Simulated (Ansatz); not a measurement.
Predict the output of the script below (Ansatz 0.2.0, Python API).

The script, `run_cas.py`:
```python
"""Active-space calculation on CH3GeN."""

import logging
import sys

import ansatz as az
from ase import Atoms

logging.basicConfig(stream=sys.stdout, format="[%(levelname)s] %(message)s")
logger = logging.getLogger("ansatz_job")
logger.setLevel(logging.INFO)

atoms = Atoms(["C", "N", "Ge", "H", "H", "H"], positions=[
    (0.2085, -1.0033, 0.1233),
    (-1.2057, -0.7587, -0.1155),
    (-0.3171, 0.7468, -0.1299),
    (1.0385, -1.65, 0.2961),
    (0.3665, 1.1615, -1.4763),
    (-0.0487, 1.4396, 1.2562),
])
system = az.Crystal.molecule_from_ase(atoms)

base = system.calculation()
base = base.basis(gaussian="def2-SVP")
base = base.correlation(active_electrons=6, active_orbitals=6)
for method in [None, "sc_nevpt2"]:
    report = (base if method is None else base.correlation(method)).run().report
    space = report["configurations"]
    state = space["states"][0]
    print(method or "casscf", f"total {report['free_energy_ev'] / 27.211386246:.6f} Ha, active-space state {state['energy']['hartree']:.6f} Ha, mean field {report['reference_energy_ev'] / 27.211386246:.6f} Ha")
    print("  determinants", state["n_determinants"], " natural occupations", [round(n, 3) for n in space["natural_occupations"]])
print("effectively unpaired electrons, sum of min(n, 2 - n):", round(sum(min(n, 2 - n) for n in space["natural_occupations"]), 3))
```

```console
$ python run_cas.py
casscf total -2169.025095 Ha, active-space state -2169.025095 Ha, mean field -2168.910693 Ha
  determinants 400  natural occupations [1.968, 1.961, 1.908, 0.092, 0.038, 0.033]
RunWarning: the results are in doubt because another end's mean lies 0.696 eV lower, and its corrected mean 0.179 eV higher
sc_nevpt2 total -2169.442099 Ha, active-space state -2168.999503 Ha, mean field -2168.910693 Ha
  determinants 400  natural occupations [1.972, 1.956, 1.89, 0.112, 0.048, 0.023]
effectively unpaired electrons, sum of min(n, 2 - n): 0.365
```
(Warnings from the package without file and line.)

Notes:
- Total energies depend on the basis set; only differences at equal settings carry meaning.
- The geometry is a force-field or estimated start, not a minimum of this method, and the basis set is short of its limit. The active space starts as a window about the frontier orbitals and is then optimised, not chosen by chemistry.
- A lower CASSCF solution was found and passed over, so the printed active-space state isn't the lowest.
- It ran for 12 s on 1 thread of Arm Neoverse V1, on a shared host, peak memory 0.23 GiB.

(Lines on the test bed's own set-up are left out of the output.)
